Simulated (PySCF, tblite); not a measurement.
# C7H14BOP: geometry, infrared bands and NMR shifts

Aim: predict the infrared bands and NMR shifts of C7H14BOP (`CB(C)P1CCC(=O)CC1`).

The runs use tblite 0.8.0 and PySCF 2.14.0, with density-fitted response routines of our own; the level of theory stands in each step. All values are computed, except where a source is named. Atoms are numbered from 0 throughout.

### 1 Starting geometry

24 atoms, charge 0, multiplicity 1; geometry from: force field or distance geometry start.

Bonds of the start (Å): C0–B1 1.60, B1–C2 1.58, B1–P3 1.95, P3–C4 1.89, C4–C5 1.52, C5–C6 1.51, C6–O7 1.23, C6–C8 1.50, C8–C9 1.54, C9–P3 1.87, C0–H10 1.10, C0–H11 1.11, C0–H12 1.13, C2–H13 1.12, C2–H14 1.12, C2–H15 1.10, C4–H16 1.11, C4–H17 1.12, C5–H18 1.12, C5–H19 1.11, C8–H20 1.10, C8–H21 1.11, C9–H22 1.11, C9–H23 1.11.

### 2 Geometry optimisation with GFN2-xTB

What the job is given:

```
{"job": {"kind": "relax", "xc": "GFN2-xTB", "basis": "xTB"}, "charge": 0, "multiplicity": 1}
C     -2.561000    -1.283700     0.030300
B     -1.787600     0.003700    -0.507700
C     -2.584400     1.333700    -0.786300
P      0.070300    -0.144500    -1.084200
C      0.647400    -1.372100     0.234500
C      2.167600    -1.335900     0.336700
C      2.641200     0.031100     0.772700
O      3.377900     0.142600     1.753300
C      2.248200     1.249000    -0.004800
C      0.718200     1.338500    -0.140600
H     -2.162100    -1.603000     1.008200
H     -2.469200    -2.110300    -0.700000
H     -3.651200    -1.041600     0.168400
H     -3.438500     1.114200    -1.471100
H     -2.986800     1.755300     0.166800
H     -1.941700     2.093300    -1.257900
H      0.205700    -1.125500     1.220600
H      0.321800    -2.396300    -0.066200
H      2.498600    -2.100500     1.079600
H      2.634200    -1.581300    -0.636900
H      2.707500     1.216800    -1.008800
H      2.611400     2.170200     0.507400
H      0.468100     2.266200    -0.698300
H      0.252700     1.399800     0.863100
```

Started as:

```console
$ OMP_NUM_THREADS=1 python probes_run.py task.json out
```

This one command runs all jobs of the session in turn.

**Question.** This job is followed by: GFN2-xTB harmonic vibrations, gas phase; GIAO PBE0/pcSseg-1 NMR shielding, non-relativistic, gas phase. What will the session give for the following? strongest single infrared mode (GFN2-xTB); zero-point energy (GFN2-xTB); ¹³C shifts against TMS (PBE0/pcSseg-1, means over atoms taken as alike); ¹H shifts against TMS (PBE0/pcSseg-1, means over atoms taken as alike); ¹¹B shifts against BF3·OEt2 (PBE0/pcSseg-1); ³¹P shifts against H3PO4 (PBE0/pcSseg-1); ¹⁷O shifts against H2O (PBE0/pcSseg-1).

The runs gave:

| quantity | value |
| --- | --- |
| strongest single infrared mode (GFN2-xTB) | 1773 cm⁻¹, 388 km/mol |
| zero-point energy (GFN2-xTB) | 123.7 kcal/mol |
| ¹³C shifts against TMS (PBE0/pcSseg-1, means over atoms taken as alike) | 215.4, 45.8, 27.1, 15.1 ppm |
| ¹H shifts against TMS (PBE0/pcSseg-1, means over atoms taken as alike) | 2.61, 2.19, 1.14 ppm |
| ¹¹B shifts against BF3·OEt2 (PBE0/pcSseg-1) | 95.7 ppm |
| ³¹P shifts against H3PO4 (PBE0/pcSseg-1) | -71.1 ppm |
| ¹⁷O shifts against H2O (PBE0/pcSseg-1) | 683.3 ppm |

**Reading.** Over 88 steps the energy fell by 0.260 eV; of the close pairs, B1–P3 changed most, 1.951 to 1.896 Å. The lowest mode is imaginary (25i cm⁻¹), so the xTB geometry is not a minimum. The strongest single mode, at 1773 cm⁻¹, moves mainly C6 and O7. GFN2-xTB is a fitted tight-binding method: band positions and strengths are rough. Its intensities can rank the bands wrongly. C6 (ketone carbonyl carbon) lies farthest downfield among carbon, at 215.4 ppm; the double bond to the heteroatom, with no lone-pair donor beside it, deshields it most. H18, H19, H20, H21 (mean) (hydrogen on an sp3 CH2 α to a carbonyl) lies farthest downfield among hydrogen, at 2.61 ppm; α to C=O. At PBE0/pcSseg-1: The widest tensor belongs to O7: span 1238 ppm, with a paramagnetic part of -742 ppm.
